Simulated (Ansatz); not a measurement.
# Tc: the cost of one run

Method: DFT PBEsol, scalar-relativistic, in Ansatz 0.2.0.

### Step 1. The system as given

It takes space group Fm-3m (No. 225, cubic). Conventional cell: a = 3.900 Å, b = 3.900 Å, c = 3.900 Å, α = 90.00°, β = 90.00°, γ = 90.00°. Around Tc (site symmetry m-3m) lie 12 Tc at 2.76 Å.

Coordinates:

```
CELL_PARAMETERS angstrom
0.00000 1.95000 1.95000
1.95000 0.00000 1.95000
1.95000 1.95000 0.00000
ATOMIC_POSITIONS crystal
Tc 0.00000 0.00000 0.00000
```

The geometry is a database entry used as it stands. It may stem from high pressure or temperature, or be incomplete, so it serves as a test cell.

### Step 2. LAPW, all electrons

input.yaml

```yaml
crystal:
  lattice:
    - [0.0, 1.95, 1.95]
    - [1.95, 0.0, 1.95]
    - [1.95, 1.95, 0.0]
  atoms:
    - { symbol: Tc, position: [0.0, 0.0, 0.0] }
kpoints:
  mp_grid: { grid: [18, 18, 18] }
  band_path:
    path:
      - [0.0, 0.0, 0.0]
      - [0.5, 0.0, 0.5]
      - [0.625, 0.25, 0.625]
      - [0.375, 0.375, 0.75]
      - [0.0, 0.0, 0.0]
      - [0.5, 0.5, 0.5]
      - [0.5, 0.25, 0.75]
      - [0.5, 0.0, 0.5]
    npoints: 14
scf:
  occupations: { method: fermi_dirac, width: 0.03 }
hamiltonian:
  xc: pbesol
  pseudopotentials: { kind: all_electron, lapw: { basis_error: 0.00025 } }
output:
  forces: true
  stress: true
  eigenvalues: true
  populations: true
  dos: { projected: true, de: 0.2, e_range: [-14, 8] }
```

Launch:

```
$ ansatz run input.yaml --threads 1 --pin off --max-ram 3072MiB --backend cpu --events-out ev --progress --plain --runs-dir out
```

Q: Estimate wall time and peak memory on 1 thread of Intel Xeon Platinum 8259CL at 2.50GHz (Skylake/Cascade Lake), shared host.

About 27 s, with a peak of 0.48 GiB.
